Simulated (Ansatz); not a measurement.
**GaH2Te with multiplicity 2: rotation by 180° about the Ga1–Te2 bond**

Aim: the minimum-energy path and barrier of the rotation by 180° about the Ga1–Te2 bond. The ends are relaxed first, then joined by a nudged elastic band. SMILES of the start: [GaH][TeH].

All numbers below are computed with Ansatz 0.2.0 (UKS revPBE/def2-SVP).

### Step 1. Starting point

Bond lengths: Ga1–Te2 2.646 Å, Ga1–H3 1.825 Å, Te2–H4 1.653 Å. Angles: Ga1–Te2–H4 82.5°, Te2–Ga1–H3 113.3°.

Structure file:

```xyz
4

Ga   -0.5792   -0.7089    0.5900
Te    0.8122    1.0462   -0.8196
H     0.4585   -1.9896    1.3734
H    -0.6915    1.6523   -1.1437
```

### Step 2. End point A

The input, input.yaml:

```yaml
crystal:
  periodic: [false, false, false]
  atoms:
    - { symbol: Ga, position_ang: [-0.57917, -0.70891, 0.58996] }
    - { symbol: Te, position_ang: [0.81216, 1.04622, -0.81962] }
    - { symbol: H, position_ang: [0.45853, -1.98956, 1.37339] }
    - { symbol: H, position_ang: [-0.69152, 1.65226, -1.14374] }
magnetization:
  spin_polarized: true
  initial_magnetization: 1
basis:
  gaussian: { orbitals: def2-SVP }
hamiltonian:
  xc: revpbe
relax:
  f_tol: 0.015
  max_steps: 40
```

Run with:

```sh
$ ansatz run input.yaml --threads 1 --pin off --max-ram 2048MiB --backend cpu --events-out ev --progress --plain --runs-dir out
```

Log, cut to the lines that bear on the results:

```text
Warning: RAYON_NUM_THREADS=1 ignored (pool sized by the plan → 1); use --threads N
[...]
Functional definition: revPBE
[...]
791 factors; their error is unknown
[...]
mean field -59693.93421995 eV, -2193.7116205811 hartree, gradient 1.6e-5 eV, S^2 0.753724; 1 other end points of the search recorded, 0 dependent functions left out
[...]
reference -59693.93425919 eV, -2193.7116220234 hartree; 29, 28 occupied and 39, 40 virtual orbitals, 791 factors
relax step   1: F+E_penalty+E_count = -59693.93421995 eV  Δ(F+E_penalty+E_count) = +0.000e0 eV  max|allowed force component| = 1.105e0 eV/Å  Δτ_max = 0.0000 Å  (40 SCF iters, accepted)
[...]
relax step   4: F+E_penalty+E_count = -59694.13959895 eV  Δ(F+E_penalty+E_count) = -3.661e-3 eV  max|allowed force component| = 5.943e-2 eV/Å  Δτ_max = 0.0467 Å  (28 SCF iters, accepted)
[...]
relax step   5: F+E_penalty+E_count = -59694.14014507 eV  Δ(F+E_penalty+E_count) = -5.461e-4 eV  max|allowed force component| = 9.678e-3 eV/Å  Δτ_max = 0.0166 Å  (27 SCF iters, accepted)
791 factors; their error is unknown
mean field -59694.14014507 eV, -2193.7191881900 hartree, gradient 9.0e-5 eV, S^2 0.752713; 2 other end points of the search recorded, 0 dependent functions left out
[...]
reference -59694.14018457 eV, -2193.7191896414 hartree; 29, 28 occupied and 39, 40 virtual orbitals, 791 factors
Total energy: -59694.14018457 eV, -2193.7191896414 hartree
Atom 0 at    -0.499904    -0.803811     0.628721 Å, force    -0.009678    -0.001431     0.000026 eV/Å
Atom 1 at     0.754454     0.980503    -0.776067 Å, force     0.001014     0.004373    -0.004209 eV/Å
Atom 2 at     0.429231    -1.924324     1.347354 Å, force     0.004374     0.001642    -0.000070 eV/Å
Atom 3 at    -0.683781     1.747642    -1.200019 Å, force     0.004290    -0.004583     0.004253 eV/Å
Dipole moment:    -0.123843    -0.029519     0.032995 e Å
```

It took 15 s on 1 thread of Arm Neoverse V1, shared host; peak memory 0.14 GiB.

The steps of the relaxation:

```csv
step,energy from step 1 (eV),largest force component (eV/Å)
1,0.0000,1.1052
2,-0.1775,0.4906
3,-0.2017,0.0642
4,-0.2054,0.0594
5,-0.2059,0.0097
```

Step 1 is the start.

After: Bond lengths: Ga1–Te2 2.594 Å, Ga1–H3 1.623 Å, Te2–H4 1.684 Å. Angles: Ga1–Te2–H4 92.1°, Te2–Ga1–H3 116.0°.

### Step 3. End point B

The second end starts from a geometry with the move made by hand.

Changes to input.yaml since step 2:

```diff
@@ -6,3 +6,3 @@
     - { symbol: H, position_ang: [0.45853, -1.98956, 1.37339] }
-    - { symbol: H, position_ang: [-0.69152, 1.65226, -1.14374] }
+    - { symbol: H, position_ang: [2.08873, 0.15369, -0.26542] }
 magnetization:
@@ -17 +17,3 @@
   max_steps: 40
+output:
+  orbitals: {}
```

Run with:

```sh
$ ansatz run input.yaml --threads 1 --pin off --max-ram 2048MiB --backend cpu --events-out ev --progress --plain --runs-dir out
```

Log, cut to the lines that bear on the results:

```text
Warning: RAYON_NUM_THREADS=1 ignored (pool sized by the plan → 1); use --threads N
[...]
[... 1 set-up line as earlier in the session ...]
[...]
791 factors; their error is unknown
[...]
mean field -59693.89779905 eV, -2193.7102821379 hartree, gradient 1.7e-5 eV, S^2 0.753764; 1 other end points of the search recorded, 0 dependent functions left out
[...]
reference -59693.89783784 eV, -2193.7102835635 hartree; 29, 28 occupied and 39, 40 virtual orbitals, 791 factors
relax step   1: F+E_penalty+E_count = -59693.89779905 eV  Δ(F+E_penalty+E_count) = +0.000e0 eV  max|allowed force component| = 8.917e-1 eV/Å  Δτ_max = 0.0000 Å  (40 SCF iters, accepted)
[...]
relax step   5: F+E_penalty+E_count = -59694.07934731 eV  Δ(F+E_penalty+E_count) = -7.268e-4 eV  max|allowed force component| = 2.298e-2 eV/Å  Δτ_max = 0.0129 Å  (31 SCF iters, accepted)
[...]
relax step   6: F+E_penalty+E_count = -59694.07984825 eV  Δ(F+E_penalty+E_count) = -5.009e-4 eV  max|allowed force component| = 1.210e-2 eV/Å  Δτ_max = 0.0201 Å  (28 SCF iters, accepted)
791 factors; their error is unknown
[...]
mean field -59694.07984825 eV, -2193.7169723224 hartree, gradient 8.7e-5 eV, S^2 0.752718; 2 other end points of the search recorded, 0 dependent functions left out
[...]
reference -59694.07988771 eV, -2193.7169737728 hartree; 29, 28 occupied and 39, 40 virtual orbitals, 791 factors
Total energy: -59694.07988771 eV, -2193.7169737728 hartree
Atom 0 at    -0.538844    -0.790878     0.625394 Å, force     0.011658     0.008841    -0.009121 eV/Å
Atom 1 at     0.770591     0.988459    -0.759348 Å, force    -0.004213    -0.012097     0.010585 eV/Å
Atom 2 at     0.309446    -1.954005     1.375786 Å, force    -0.005393    -0.001772     0.003097 eV/Å
Atom 3 at     2.239057     0.257864    -0.363522 Å, force    -0.002053     0.005028    -0.004562 eV/Å
Dipole moment:    -0.054838    -0.070555     0.055446 e Å
```

Run time: 18 s. Hardware: 1 thread of Arm Neoverse V1, shared host; peak memory 0.14 GiB.

The steps of the relaxation:

```csv
step,energy from step 1 (eV),largest force component (eV/Å)
1,0.0000,0.8917
2,-0.1488,0.4947
3,-0.1676,0.2817
4,-0.1808,0.0656
5,-0.1815,0.0230
6,-0.1820,0.0121
```

Step 1 is the start.

After: Bond lengths: Ga1–Te2 2.607 Å, Ga1–H3 1.623 Å, Te2–H4 1.687 Å. Angles: Ga1–Te2–H4 91.0°, Te2–Ga1–H3 118.2°.

### Step 4. The band

crystal.atoms is end A as relaxed above, and neb.final_atoms is end B, turned to lie on A. With 5 inner images the band has 7 in all. The start path is listed, through a guess of the saddle.

The input, input.yaml:

```yaml
crystal:
  periodic: [false, false, false]
  atoms:
    - { symbol: Ga, position_ang: [-0.499904, -0.803811, 0.628721] }
    - { symbol: Te, position_ang: [0.754454, 0.980503, -0.776067] }
    - { symbol: H, position_ang: [0.429231, -1.924324, 1.347354] }
    - { symbol: H, position_ang: [-0.683781, 1.747642, -1.200019] }
magnetization:
  spin_polarized: true
  initial_magnetization: 1
basis:
  gaussian: { orbitals: def2-SVP }
hamiltonian:
  xc: revpbe
neb:
  order_check: false
  images: 5
  f_tol: 0.03
  max_iterations: 60
  final_atoms:
    - { symbol: Ga, position_ang: [0.77246353, -0.94436652, 0.60986085] }
    - { symbol: Te, position_ang: [0.7841343, 1.17160514, -0.91352299] }
    - { symbol: H, position_ang: [-0.6580987, -1.49802313, 1.14137243] }
    - { symbol: H, position_ang: [-0.89849912, 1.27079451, -0.83772129] }
  initial_path:
    images:
      - { positions_ang: [[-0.499904, -0.803811, 0.628721], [0.754454, 0.980503, -0.776067], [0.429231, -1.924324, 1.347354], [-0.683781, 1.747642, -1.200019]] }
      - { positions_ang: [[-0.45315002, -0.92848323, 0.42162088], [0.7475522, 0.96283445, -0.90581502], [0.36222097, -1.76224263, 1.47005203], [-0.65662314, 1.72790142, -0.9858689]] }
      - { positions_ang: [[-0.40639604, -1.05315546, 0.21452077], [0.74065039, 0.94516589, -1.03556303], [0.29521094, -1.60016126, 1.59275006], [-0.62946528, 1.70816083, -0.77171879]] }
      - { positions_ang: [[-0.35964207, -1.1778277, 0.00742065], [0.73374859, 0.92749734, -1.16531105], [0.22820091, -1.43807989, 1.71544808], [-0.60230743, 1.68842025, -0.55756869]] }
      - { positions_ang: [[0.01772646, -1.1000073, 0.20823405], [0.75054382, 1.00886661, -1.08138169], [-0.0672323, -1.45806097, 1.52408953], [-0.70103799, 1.54921167, -0.65095289]] }
      - { positions_ang: [[0.395095, -1.02218691, 0.40904745], [0.76733906, 1.09023587, -0.99745234], [-0.3626655, -1.47804205, 1.33273098], [-0.79976856, 1.41000309, -0.74433709]] }
      - { positions_ang: [[0.77246353, -0.94436652, 0.60986085], [0.7841343, 1.17160514, -0.91352299], [-0.6580987, -1.49802313, 1.14137243], [-0.89849912, 1.27079451, -0.83772129]] }
```

Run with:

```sh
$ ansatz run input.yaml --threads 1 --pin off --max-ram 2048MiB --backend cpu --events-out ev --progress --plain --runs-dir out
```

Log, cut to the lines that bear on the results:

```text
Warning: RAYON_NUM_THREADS=1 ignored (pool sized by the plan → 1); use --threads N
[...]
[... 1 set-up line as earlier in the session ...]
[...]
791 factors; their error is unknown
[...]
mean field -59694.14014488 eV, -2193.7191881830 hartree, gradient 4.1e-5 eV, S^2 0.752713; 1 other end points of the search recorded, 0 dependent functions left out
[...]
reference -59694.14018439 eV, -2193.7191896348 hartree; 29, 28 occupied and 39, 40 virtual orbitals, 791 factors
791 factors; their error is unknown
[...]
mean field -59694.07984890 eV, -2193.7169723466 hartree, gradient 4.3e-5 eV, S^2 0.752718; 1 other end points of the search recorded, 0 dependent functions left out
[...]
reference -59694.07988835 eV, -2193.7169737964 hartree; 29, 28 occupied and 39, 40 virtual orbitals, 791 factors
NEB end point (image 0): max|allowed force component| = 9.676e-3 eV/Å (the criterion of neb.relax_end_points is 1.000e-2)
[...]
reference -59693.97478355 eV, -2193.7131112661 hartree; 29, 28 occupied and 39, 40 virtual orbitals, 791 factors
[...]
791 factors; their error is unknown
mean field -59693.89385239 eV, -2193.7101371008 hartree, gradient 2.4e-5 eV, S^2 0.753298; 0 other end points of the search recorded, 0 dependent functions left out
[...]
reference -59693.89389223 eV, -2193.7101385648 hartree; 29, 28 occupied and 39, 40 virtual orbitals, 791 factors
[...]
791 factors; their error is unknown
[...]
mean field -59693.89514138 eV, -2193.7101844703 hartree, gradient 1.7e-5 eV, S^2 0.752698; 0 other end points of the search recorded, 0 dependent functions left out
[...]
reference -59693.89518082 eV, -2193.7101859198 hartree; 29, 28 occupied and 39, 40 virtual orbitals, 791 factors
[...]
791 factors; their error is unknown
mean field -59693.96182511 eV, -2193.7126350523 hartree, gradient 2.4e-5 eV, S^2 0.752313; 0 other end points of the search recorded, 0 dependent functions left out
[...]
```

### Step 5. The log goes on: band between the two ends

The log, continued, cut to the lines that bear on the results:

```text
reference -59693.96186528 eV, -2193.7126365283 hartree; 29, 28 occupied and 39, 40 virtual orbitals, 791 factors
NEB iter   3: max|band force component| = 9.420e-1 eV/Å  barrier→ = 0.2463 eV  barrier← = 0.1860 eV  Δτ_max = 0.0570 Å  (149 SCF iters)
[...]
NEB iter   5: max|band force component| = 1.053e-1 eV/Å  barrier→ = 0.2495 eV  barrier← = 0.1892 eV  CI = image 3  Δτ_max = 0.0163 Å  (145 SCF iters)
[...]
NEB iter   6: max|band force component| = 2.990e-2 eV/Å  barrier→ = 0.2495 eV  barrier← = 0.1892 eV  CI = image 3  Δτ_max = 0.0000 Å  (329 SCF iters)
Total energy: -59693.89066876 eV, -2193.7100201047 hartree
Atom 0 at    -0.283530    -1.209072     0.087349 Å, force    -0.000324     0.000380    -0.000855 eV/Å
Atom 1 at     0.718798     0.911265    -1.195169 Å, force     0.000095     0.000277    -0.000287 eV/Å
Atom 2 at     0.170335    -1.429338     1.649531 Å, force     0.000217    -0.000380     0.001115 eV/Å
Atom 3 at    -0.605603     1.727155    -0.541722 Å, force     0.000011    -0.000278     0.000026 eV/Å
Dipole moment:    -0.088780    -0.136122     0.064302 e Å
this run last wrote the band of iteration 6 to <dir>
```

It took 89 s on 1 thread of Arm Neoverse V1, shared host; peak memory 0.25 GiB.

### Step 6. Images and barrier

The 5 inner images lie between the fixed ends 0 and 6. Energy is taken from image 0, and the path length is the program's own coordinate along the band.

| image | path (Å) | energy (eV) | dihedral H3–Ga1–Te2–H4 (°) | band force (eV/Å) |
| --- | --- | --- | --- | --- |
| 0 | 0.000 | 0.0000 | 180 | - |
| 1 | 0.421 | 0.0620 | -150 | 0.012 |
| 2 | 0.842 | 0.1853 | -119 | 0.008 |
| 3* | 1.262 | 0.2495 | -87 | 0.001 |
| 4 | 1.609 | 0.2013 | -59 | 0.030 |
| 5 | 1.956 | 0.1047 | -29 | 0.007 |
| 6 | 2.303 | 0.0603 | 0 | - |

The star marks the climbing image.

image, energy (eV) and a bar:
```
        0      0.000 
        1      0.062 #######
        2      0.185 ######################
        3      0.250 ##############################
        4      0.201 ########################
        5      0.105 #############
        6      0.060 #######
```

How the highest energy settled:

```csv
iteration,highest image above image 0 (eV),largest band force (eV/Å)
1,1.3853,6.339
2,0.4240,2.511
3,0.2463,0.942
4,0.2441,0.295
5,0.2495,0.105
6,0.2495,0.030
```

Positions of all images (Å):

```xyz
4
image=0 dE=0.0000
Ga   -0.500   -0.804    0.629
Te    0.754    0.981   -0.776
H     0.429   -1.924    1.347
H    -0.684    1.748   -1.200
4
image=1 dE=0.0620
Ga   -0.466   -0.929    0.403
Te    0.780    0.947   -0.909
H     0.376   -1.780    1.498
H    -0.690    1.762   -0.992
4
image=2 dE=0.1853
Ga   -0.399   -1.065    0.221
Te    0.780    0.929   -1.052
H     0.288   -1.605    1.598
H    -0.669    1.740   -0.766
4
image=3 dE=0.2495
Ga   -0.284   -1.209    0.087
Te    0.719    0.911   -1.195
H     0.170   -1.429    1.650
H    -0.606    1.727   -0.542
4
image=4 dE=0.2013
Ga    0.132   -1.301    0.037
Te    0.748    1.011   -1.116
H    -0.152   -1.331    1.651
H    -0.728    1.621   -0.572
4
image=5 dE=0.1047
Ga    0.599   -1.176    0.274
Te    0.775    1.122   -0.972
H    -0.509   -1.387    1.445
H    -0.865    1.441   -0.747
4
image=6 dE=0.0603
Ga    0.772   -0.944    0.610
Te    0.784    1.172   -0.914
H    -0.658   -1.498    1.141
H    -0.898    1.271   -0.838
```

### Step 7. Vibrations at the top

The geometry is the highest inner image of the first converged band.

The input, input.yaml:

```yaml
crystal:
  periodic: [false, false, false]
  atoms:
    - { symbol: Ga, position_ang: [-0.28353, -1.209072, 0.087349] }
    - { symbol: Te, position_ang: [0.718798, 0.911265, -1.195169] }
    - { symbol: H, position_ang: [0.170335, -1.429338, 1.649531] }
    - { symbol: H, position_ang: [-0.605603, 1.727155, -0.541722] }
magnetization:
  spin_polarized: true
  initial_magnetization: 1
basis:
  gaussian: { orbitals: def2-SVP }
hamiltonian:
  xc: revpbe
phonons: {}
```

Run with:

```sh
$ ansatz run input.yaml --threads 1 --pin off --max-ram 2048MiB --backend cpu --events-out ev --progress --plain --runs-dir out
```

Log, cut to the lines that bear on the results:

```text
Warning: RAYON_NUM_THREADS=1 ignored (pool sized by the plan → 1); use --threads N
[...]
[... 1 set-up line as earlier in the session ...]
[...]
791 factors; their error is unknown
[...]
mean field -59693.89062409 eV, -2193.7100184631 hartree, gradient 4.1e-5 eV, S^2 0.753289; 2 other end points of the search recorded, 0 dependent functions left out
[...]
reference -59693.89066399 eV, -2193.7100199294 hartree; 29, 28 occupied and 39, 40 virtual orbitals, 791 factors
[...]
791 factors; their error is unknown
mean field -59693.89061737 eV, -2193.7100182160 hartree, gradient 6.5e-7 eV, S^2 0.753281; 0 other end points of the search recorded, 0 dependent functions left out
[...]
reference -59693.89065727 eV, -2193.7100196824 hartree; 29, 28 occupied and 39, 40 virtual orbitals, 791 factors
[...]
791 factors; their error is unknown
[...]
mean field -59693.89061877 eV, -2193.7100182676 hartree, gradient 2.7e-6 eV, S^2 0.753296; 0 other end points of the search recorded, 0 dependent functions left out
[...]
reference -59693.89065720 eV, -2193.7100196797 hartree; 29, 28 occupied and 39, 40 virtual orbitals, 791 factors
[...]
791 factors; their error is unknown
mean field -59693.89061716 eV, -2193.7100182082 hartree, gradient 1.1e-6 eV, S^2 0.753288; 0 other end points of the search recorded, 0 dependent functions left out
[...]
reference -59693.89065706 eV, -2193.7100196745 hartree; 29, 28 occupied and 39, 40 virtual orbitals, 791 factors
WARN: phonons: modes at or below zero, which the zero-point energy, F, S and C_V leave out: 1, the lowest at -326.37 cm⁻¹. A minimum has none, and a first-order saddle one
Total energy: -59693.89066399 eV, -2193.7100199294 hartree
Atom 0 at    -0.283530    -1.209072     0.087349 Å, force    -0.000289     0.000408    -0.000770 eV/Å
Atom 1 at     0.718798     0.911265    -1.195169 Å, force     0.000172     0.000176    -0.000293 eV/Å
Atom 2 at     0.170335    -1.429338     1.649531 Å, force     0.000209    -0.000407     0.001030 eV/Å
Atom 3 at    -0.605603     1.727155    -0.541722 Å, force    -0.000091    -0.000178     0.000034 eV/Å
Dipole moment:    -0.088776    -0.136122     0.064302 e Å
Vibrations: -326.37 187.76 383.02 437.05 1626.65 2033.54 cm⁻¹, zero-point energy 0.289380 eV
```

Run time: 38 s. Hardware: 1 thread of Arm Neoverse V1, shared host; peak memory 0.25 GiB.

Of 6 modes, 1 is imaginary by more than 30 cm⁻¹ (326i cm⁻¹).

### Step 8. What came out

```
                    quantity                    value
                       end A  4 moves, 0.206 eV lower
                       end B  5 moves, 0.182 eV lower
            barrier forwards                  0.25 eV
           barrier backwards                  0.19 eV
second end relative to first                +0.060 eV
               highest image    3 of 0 to 6, climbing
             band iterations                        6
  imaginary modes at the top                326i cm⁻¹
```

**Reading.** The barrier from the first end is 0.25 eV, 10 times kT at 300 K, which at an assumed attempt frequency of 10^13 s⁻¹ means a rate near 10^9 s⁻¹. Going back costs 0.19 eV, since the second end is 0.060 eV above the first. The listed dihedral goes from 180° at end A through -87° at the highest image to 0° at end B. One imaginary mode, as a first-order saddle point has. These are electronic energies, with no zero-point or thermal terms.
